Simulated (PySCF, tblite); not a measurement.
# C₄H₁₄N₂OSi₂: geometry, infrared bands and NMR shifts

What infrared bands and NMR shifts should C₄H₁₄N₂OSi₂ (`CC(=O)N[SiH2]CN(C)[SiH3]`) show?

The runs use tblite 0.8.0 and PySCF 2.14.0, with density-fitted response routines of our own; the level of theory stands in each step. All values are computed, except where a source is named. Atoms are numbered from 0 throughout.

## (1) The molecule as given

23 atoms, charge 0, multiplicity 1; geometry from: force field or distance geometry start.

Bonds of the start (Å): C0–C1 1.50, C1–O2 1.26, C1–N3 1.42, N3–Si4 1.79, Si4–C5 1.89, C5–N6 1.43, N6–C7 1.42, N6–Si8 1.75, C0–H9 1.10, C0–H10 1.13, C0–H11 1.09, N3–H12 1.06, Si4–H13 1.46, Si4–H14 1.46, C5–H15 1.10, C5–H16 1.12, C7–H17 1.11, C7–H18 1.12, C7–H19 1.12, Si8–H20 1.48, Si8–H21 1.48, Si8–H22 1.51.

## (2) Optimising the geometry with GFN2-xTB

The job: settings as JSON, then the geometry in Å.

```
{"job": {"kind": "relax", "xc": "GFN2-xTB", "basis": "xTB"}, "charge": 0, "multiplicity": 1}
C      4.236900     0.029700     0.117400
C      2.864900    -0.543900    -0.089100
O      2.658300    -1.248800    -1.116500
N      1.869200    -0.299400     0.886600
Si     0.230700    -0.994600     0.688500
C     -0.728200     0.323800    -0.277200
N     -2.051600     0.342500     0.252400
C     -2.644200    -0.940200     0.086200
Si    -2.964500     1.713200    -0.346800
H      4.799700    -0.004600    -0.821600
H      4.061600     1.111200     0.383600
H      4.733800    -0.429100     0.972700
H      2.095400     0.273800     1.743400
H      0.206700    -2.232100    -0.081500
H     -0.377200    -1.086900     2.015600
H     -0.704500     0.062200    -1.349500
H     -0.219100     1.311200    -0.104600
H     -2.036200    -1.705800     0.615900
H     -3.685200    -0.940000     0.486900
H     -2.682700    -1.186500    -1.003700
H     -4.423300     1.477100    -0.273100
H     -2.565300     2.067700    -1.729500
H     -2.680000     2.926500     0.499800
```

Started as:

```bash
> OMP_NUM_THREADS=1 python probes_run.py task.json out
```

This one command runs all jobs of the session in turn.

**Question.** This job is followed by: GFN2-xTB harmonic vibrations, gas phase; GIAO PBE0/pcSseg-1 NMR shielding, non-relativistic, gas phase. What will the session give for the following? strongest single infrared mode (GFN2-xTB); zero-point energy (GFN2-xTB); ¹³C shifts against TMS (PBE0/pcSseg-1); ¹H shifts against TMS (PBE0/pcSseg-1, means over atoms taken as alike); ¹⁷O shifts against H2O (PBE0/pcSseg-1); ¹⁵N shifts against NH3 (PBE0/pcSseg-1); ²⁹Si shifts against TMS (PBE0/pcSseg-1).

As calculated:

| quantity | value |
| --- | --- |
| strongest single infrared mode (GFN2-xTB) | 1393 cm⁻¹, 523 km/mol |
| zero-point energy (GFN2-xTB) | 109.0 kcal/mol |
| ¹³C shifts against TMS (PBE0/pcSseg-1) | 179.0, 44.8, 43.2, 23.7 ppm |
| ¹H shifts against TMS (PBE0/pcSseg-1, means over atoms taken as alike) | 4.84, 4.62, 4.60, 2.91, 2.62, 2.02 ppm |
| ¹⁷O shifts against H2O (PBE0/pcSseg-1) | 450.9 ppm |
| ¹⁵N shifts against NH3 (PBE0/pcSseg-1) | 124.0, 9.6 ppm |
| ²⁹Si shifts against TMS (PBE0/pcSseg-1) | -39.0, -44.6 ppm |

What this shows: The optimisation took 111 steps and gained 0.919 eV; among the close pairs (by a distance rule), C1–N3 changed most, from 1.415 to 1.346 Å. All 63 modes are real, so the xTB geometry is a minimum. The strongest single mode, at 1393 cm⁻¹, moves mainly C1 and N3. Unscaled tight-binding wavenumbers are off by several per cent, some by more. Its intensities can rank the bands wrongly. At PBE0/pcSseg-1: The largest span, 690 ppm, is at O2, where the paramagnetic term is -524 ppm.
